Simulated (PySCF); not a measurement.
**NaSb: from the state search to spectroscopic constants**

What are the lowest state that PBE0 finds, the bond length, vibrational wavenumber and bond energy of NaSb, and how much do these hang on the method?

Program: PySCF 2.14.0. Level of theory: Na cc-pVDZ, Sb cc-pVDZ-PP with ECP28, scalar-relativistic core potentials. These are calculated values, not measurements.

### Step 1. Set-up

The job is set up so:

```
atoms                         : Na, Sb
charge                        : 0
basis                         : Na cc-pVDZ, Sb cc-pVDZ-PP with ECP28
Hamiltonian                   : scalar-relativistic core potentials
basis functions               : 41
electrons treated             : 34
masses in u                   : 22.9898, 120.9038
levels                        : PBE0, PBE, r²SCAN, revPBE, M06, M06-2X, HSE06, HF, MP2, SCS-MP2, CCSD, CCSD(T)
grid                          : 80 radial by 434 angular points
occupations                   : held fixed by the projection of orbital angular momentum
dissociation limit            : Na + Sb, each in its ground configuration
starting distance in angstrom : 2.940
values of 2S to try           : 0, 2, 4
```

Run with:

```console
$ OMP_NUM_THREADS=1 python dia.py task.json out
```

Further steps of the session: First curve: PBE0; Other states along the same grid; PBE (GGA); r²SCAN; revPBE (GGA); M06 (hybrid meta-GGA); M06-2X; HSE06 (range-separated hybrid); ROHF (mean field); Adding correlation.

Before running it: what results should come out? Wanted: for each run, Re; ωe; De; μ.

As calculated:

Lowest PBE0 solution found, without spin–orbit coupling: ³Σ⁻ (triplet), unpaired electrons π ↑↑. State 2 has its PBE0 minimum 0.32 eV higher, as a spin-mixed determinant (⟨S²⟩ = 1.01), so this is no gap between pure states. State 3 has its PBE0 minimum 0.85 eV higher. State 4 has its PBE0 minimum 1.14 eV higher, as a spin-mixed determinant (⟨S²⟩ = 1.01), so this is no gap between pure states. The other levels ran on the lowest alone.

```tsv
level	Re (Å)	ωe (cm⁻¹)	De (eV)	μ (D)
ROHF	2.960	210.2	0.143	-8.05
ROHF-MP2	2.967	208.3	0.76	n/a
ROHF-SCS-MP2	2.974	205.7	0.76	n/a
ROHF-CCSD	2.992	196.9	0.81	n/a
ROHF-CCSD(T)	2.998	194.1	0.86	n/a
PBE	2.945	196.7	1.27	-5.65
revPBE	2.976	191.0	1.16	-5.76
r²SCAN	2.944	199.3	1.22	-6.53
PBE0	2.929	203.8	1.18	-6.47
M06	2.947	201.3	1.53	-7.38
HSE06	2.932	203.2	1.23	-6.42
M06-2X	2.904	212.8	1.10	-6.82
```

De is counted to Na + Sb in their ground configurations. A positive dipole means Na(−)Sb(+).

In words: The methods spread over 0.094 Å in bond length, from M06-2X to ROHF-CCSD(T). CCSD(T) can't serve as the judge here: for a weak bond in this basis it is far from its limit. Among the levels with a De in the table, it runs from 0.143 eV (ROHF) to 1.53 eV (M06).

Correlated steps freeze 5 core orbitals. These are scalar-relativistic numbers at best; spin–orbit coupling would shift them, the dissociation energy most. With spin–orbit coupling the term label itself may not hold.
